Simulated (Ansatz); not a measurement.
Run this with the Python package of Ansatz (0.2.0) and show what comes out.

`run_scan.py`:
```python
import ansatz as az
import numpy as np

GEOMETRY = """
N    -0.91310    0.63030    0.10290
Si    0.51250   -0.09000   -0.18900
O     0.57170   -1.16830    1.03190
I     0.47210   -1.23140   -2.31140
H    -1.12260    1.35070   -0.66210
H    -0.88630    1.22500    0.95170
H     1.60560    0.93200   -0.11270
H    -0.14780   -1.70550    1.13290
"""


def main() -> None:
    h4inosi = az.Crystal.molecule()
    for line in GEOMETRY.strip().splitlines():
        symbol, *xyz = line.split()
        h4inosi = h4inosi.atom(symbol, [float(v) for v in xyz])

    symbols = [site.symbol for site in h4inosi.cartesian_sites]
    start = np.array([site.position_ang for site in h4inosi.cartesian_sites])
    axis = (start[3] - start[1]) / np.linalg.norm(start[3] - start[1])
    moving = [3]
    lengths, energies = [2.05, 2.22, 2.41, 2.65, 3.01, 3.62, 4.34, 5.3], []
    for length in lengths:
        xyz = start.copy()
        xyz[moving] += (length - np.linalg.norm(start[3] - start[1])) * axis
        point = az.Crystal.molecule()
        for symbol, place in zip(symbols, xyz):
            point = point.atom(symbol, place.tolist())
        base = (
            point.calculation()
            .basis(gaussian="def2-SVP")
            .functional("hf")
            .accuracy("medium")
            .spin("collinear")
        )
        r = base.run(threads=1, pin="off").report
        energies.append(r["free_energy_ev"])
        print(f"r = {length:6.3f} A  E = {energies[-1]:.5f} eV  <S^2> = {abs(r['mean_field']['state']['spin_squared']):.3f}")

    print("energy above the lowest point (eV):", [round(e - min(energies), 3) for e in energies])


if __name__ == "__main__":
    main()
```

```console
$ python run_scan.py
r =  2.050 A  E = -19512.13170 eV  <S^2> = 0.000
r =  2.220 A  E = -19513.49487 eV  <S^2> = 0.000
r =  2.410 A  E = -19513.97771 eV  <S^2> = 0.000
r =  2.650 A  E = -19513.81643 eV  <S^2> = 0.000
r =  3.010 A  E = -19512.99870 eV  <S^2> = 0.000
r =  3.620 A  E = -19511.77921 eV  <S^2> = 0.628
r =  4.340 A  E = -19511.40803 eV  <S^2> = 0.951
r =  5.300 A  E = -19511.32969 eV  <S^2> = 1.005
energy above the lowest point (eV): [1.846, 0.483, 0.0, 0.161, 0.979, 2.198, 2.57, 2.648]
```

The settings weren't tested for convergence. The rest of the molecule is held rigid at a force-field or estimated start geometry, and the basis set is modest; single-reference methods fail as a bond breaks. def2 sets replace the cores of elements past krypton by effective core potentials. The expectation value of S² is noticeably off S(S+1) in at least one run, so that state is spin-contaminated. Hartree-Fock leaves correlation out, so bond, atomisation and ionisation energies come out well too low. Wall time of the script: 52 s on 1 thread of Arm Neoverse V1, with other jobs on the host, peak memory 0.36 GiB.
